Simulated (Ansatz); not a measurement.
**GeH3OP: energy of protonation at one site from a Python script**

The task is the energy of protonation at one site, for GeH3OP.

Program: the Python package of Ansatz 0.2.0. Level of theory: PBE0/def2-SVP. These are calculated values, not measurements.

## (1) The structure

Bond lengths: O1–P2 1.748 Å, O1–Ge3 1.882 Å, P2–Ge3 2.298 Å, P2–H4 1.476 Å, Ge3–H5 1.562 Å, Ge3–H6 1.559 Å. Angles: O1–P2–Ge3 53.4°, O1–P2–H4 90.3°, Ge3–P2–H4 92.8°, P2–O1–Ge3 78.5°, O1–Ge3–P2 48.2°, O1–Ge3–H5 108.5°, O1–Ge3–H6 109.5°, P2–Ge3–H5 115.8°, P2–Ge3–H6 116.7°, H5–Ge3–H6 127.2°.

The script holds or builds the structure itself.

## (2) The code

geh3op_pa.py

```python
# -*- coding: utf-8 -*-
"""Adding a proton to GeH3OP."""

import ansatz
from ase import Atoms
import numpy as np

BASIS_SET = "def2-SVP"
FUNCTIONAL = "PBE0"
CHARGE = 1
FORCE_TOL = 0.01

atoms = Atoms(["O", "P", "Ge", "H", "H", "H"], positions=[
    (0.9845, -0.5018, 0.7077),
    (-0.4636, -1.4455, 0.4441),
    (-0.1859, 0.7929, 0.0038),
    (0.0295, -1.8434, -0.8886),
    (0.2793, 1.1473, -1.4442),
    (-0.6018, 1.7865, 1.131),
])
system = ansatz.Crystal.molecule_from_ase(atoms)

model = (
    system.calculation()
    .basis(gaussian=BASIS_SET)
    .functional(FUNCTIONAL)
    .accuracy("medium")
)
symbols = [site.symbol for site in system.cartesian_sites]
start = np.array([site.position_ang for site in system.cartesian_sites], dtype=float)
r = model.relax(force_tolerance=0.01).run().report
end = np.array(r["positions_ang"])

# put the proton on the side away from the neighbours, slightly off axis
away = sum((end[0] - end[j]) / np.linalg.norm(end[0] - end[j]) for j in [1, 2]) + np.array([0.15, 0.1, -0.2])
proton = end[0] + 1.0 * away / np.linalg.norm(away)
acid = ansatz.Crystal.molecule()
for symbol, place in zip(symbols, end):
    acid = acid.atom(symbol, place.tolist())
acid = acid.atom("H", proton.tolist())
protonated = acid.calculation()
protonated = protonated.basis(gaussian=BASIS_SET)
protonated = protonated.functional(FUNCTIONAL).accuracy("medium")
protonated = protonated.charge(CHARGE)
protonated = protonated.relax(force_tolerance=FORCE_TOL, max_steps=80)
after = protonated.run().report
xyz = np.array(after["positions_ang"])
reach = np.linalg.norm(xyz[:-1] - xyz[-1], axis=1)
print(f"base {r['free_energy_ev']:.5f} eV, protonated {after['free_energy_ev']:.5f} eV")
print(f"the proton ends {reach.min():.3f} A from {symbols[reach.argmin()]}{reach.argmin()}")
print(f"electronic proton affinity {23.060548 * (r['free_energy_ev'] - after['free_energy_ev']):.1f} kcal/mol")
```

## (3) The calls as engine input

The engine receives this input (first run):

```yaml
crystal:
  periodic: [false, false, false]
  atoms:
    - { symbol: O, position_ang: [0.9845, -0.5018, 0.7077] }
    - { symbol: P, position_ang: [-0.4636, -1.4455, 0.4441] }
    - { symbol: Ge, position_ang: [-0.1859, 0.7929, 0.0038] }
    - { symbol: H, position_ang: [0.0295, -1.8434, -0.8886] }
    - { symbol: H, position_ang: [0.2793, 1.1473, -1.4442] }
    - { symbol: H, position_ang: [-0.6018, 1.7865, 1.131] }
accuracy: medium
basis:
  gaussian:
    orbitals: def2-SVP
hamiltonian:
  xc: pbe0
relax:
  f_tol: 0.01
```

## (4) Launch

On the command line:

```console
> python geh3op_pa.py
```

**Question.** What results will this script give? Wanted: electronic proton affinity; moves of the relaxation of run 1; energy gained in run 1; last largest force component of run 1; moves of the relaxation of run 2; energy gained in run 2; last largest force component of run 2.

The runs gave:

```
                             quantity           value
           electronic proton affinity  206.5 kcal/mol
                        runs compared               2
     moves of the relaxation of run 1               6
               energy gained in run 1        0.214 eV
last largest force component of run 1     0.0078 eV/Å
     moves of the relaxation of run 2              10
               energy gained in run 2        0.342 eV
last largest force component of run 2     0.0053 eV/Å
```

In words: Run 1: The relaxation took 6 moves; the largest shift is 0.137 Å, of atom 5 (H). Run 2: The relaxation took 10 moves; the largest shift is 0.340 Å, of atom 7 (H). The proton is put on one chosen atom, which needn't be the most basic site, so the molecule's proton affinity can be higher; the ends are stationary points, not checked by frequencies, and zero-point and thermal terms count only where printed.
